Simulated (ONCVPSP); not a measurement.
# An ONCV potential for tungsten, from input to tests

Do these settings give a usable potential? It is generated, then checked for transferability, scattering, ghosts and hardness.

Method: ONCVPSP 4.0.1.1 (patched build), PBE, scalar-relativistic.

## Step 1: Starting point

The settings as typed:

```
element                 : tungsten (W, Z = 74)
type                    : optimised norm-conserving Vanderbilt (ONCV)
frozen core             : [Kr] 4d10
valence charge          : 28
reference configuration : 4f14 5s2 5p6 5d4 6s1.75 6p0.25
partial waves           : 5s+6s: rc 1.60 bohr, ncon 3, nbas 6, qcut 9.8 1/bohr, 2 projectors; 5p+6p: rc 1.70 bohr, ncon 3, nbas 7, qcut 9.5 1/bohr, 2 projectors; 5d: rc 2.35 bohr, ncon 4, nbas 9, qcut 6.9 1/bohr, 2 projectors, debl 1.8 Ha; 4f: rc 0.55 bohr, ncon 4, nbas 7, qcut 18.2 1/bohr, 2 projectors, debl 2.1 Ha
local potential         : polynomial inside 0.50 bohr (lpopt 2, dvloc0 0 Ha)
core correction         : not asked for
```

An earlier all-electron run gives the scale for the radii.

All-electron outer shells of the reference configuration (PBE, scalar-relativistic, ld1.x):

| shell | level (eV) | outermost node (bohr) | outermost maximum (bohr) |
| --- | --- | --- | --- |
| 4p | -424.10 | 0.24 | 0.44 |
| 4d | -238.85 | 0.22 | 0.45 |
| 5s | -79.49 | 0.53 | 0.96 |
| 5p | -43.63 | 0.57 | 1.09 |
| 4f | -33.63 | – | 0.43 |
| 6s | -6.00 | 1.28 | 2.64 |
| 5d | -4.86 | 0.63 | 1.49 |
| 6p | -1.58 | 1.54 | 3.70 |

## Step 2: The generation run

W.dat

```
# ATOM AND REFERENCE CONFIGURATION
# atsym  z   nc   nv     iexc    psfile
  W 74.00    9    6        4      upf
#
#   n    l    f
    1    0    2.00
    2    0    2.00
    2    1    6.00
    3    0    2.00
    3    1    6.00
    3    2   10.00
    4    0    2.00
    4    1    6.00
    4    2   10.00
    4    3   14.00
    5    0    2.00
    5    1    6.00
    5    2    4.00
    6    0    1.75
    6    1    0.25
#
# PSEUDOPOTENTIAL AND OPTIMIZATION
# lmax
    3
#
#   l,   rc,      ep,       ncon, nbas, qcut
    0    1.60    0.00    3    6    9.80
    1    1.70    0.00    3    7    9.50
    2    2.35    0.00    4    9    6.90
    3    0.55    0.00    4    7   18.20
#
# LOCAL POTENTIAL
# lloc, lpopt,  rc(5),   dvloc0
    4    2    0.50    0.00
#
# VANDERBILT-KLEINMAN-BYLANDER PROJECTORs
# l, nproj, debl
    0    2    1.00
    1    2    0.30
    2    2    1.80
    3    2    2.10
#
# MODEL CORE CHARGE
# icmod, fcfact, rcfact
    0    0.00    0.00
#
# LOG DERIVATIVE ANALYSIS
# epsh1, epsh2, depsh
   -4.00    5.00    0.02
#
# OUTPUT GRID
# rlmax, drl
    6.00    0.01
#
# TEST CONFIGURATIONS
# ncnf
    4
# nvcnf
#   n    l    f
    6
    4    3   14.00
    5    0    2.00
    5    1    6.00
    5    2    4.00
    6    0    2.00
    6    1    0.00
#
    6
    4    3   14.00
    5    0    2.00
    5    1    6.00
    5    2    4.00
    6    0    1.00
    6    1    0.00
#
    6
    4    3   14.00
    5    0    2.00
    5    1    6.00
    5    2    4.00
    6    0    0.00
    6    1    0.00
#
    6
    4    3   14.00
    5    0    2.00
    5    1    6.00
    5    2    4.50
    6    0    1.50
    6    1    0.00
#
```

Started as:

```bash
$ oncvpsp.x < W.dat > W.out
```

Before running it: what results should come out? Wanted: cutoffs for 1 and 0.1 mHa per electron, occupied waves; bound ghosts; GHOST(+) flags; largest miss of a reference level; largest test error; largest phase difference near zero energy, channels read.

**Answer**, as computed:

| quantity | value |
| --- | --- |
| cutoffs for 1 and 0.1 mHa per electron, occupied waves | 737 Ha and 1134 Ha |
| bound ghosts | s at -762.97 eV, p at -168.54 eV |
| GHOST(+) flags | d at 182 eV |
| largest miss of a reference level | 32 meV (4f) |
| largest test error (AE − PS) | -9.4 meV, for 4f14 5s2 5p6 5d4 6s0 6p0 |
| largest phase difference near zero energy, channels read | 0.000 rad |

A bound ghost (s, p) makes it unfit for use: electrons can fall into a state that the atom doesn't have. Already in the reference configuration the 4f level is off by 32 meV. By total energies transferability is good: the largest error is 9.4 meV on 23.5 eV, for 4f14 5s2 5p6 5d4 6s0 6p0. Atomic tests can pass in spite of a ghost, since they solve only for the levels asked. By its cutoff, 737 Ha for the looser tolerance, it is very hard. The 4f wave sets it; 5p needs 27 Ha. Near zero energy the phases of the channels with partial waves agree within 0.001 rad. The program also flags highly localised states, GHOST(+) (d). These are tests on the free atom; a crystal test is still owed.
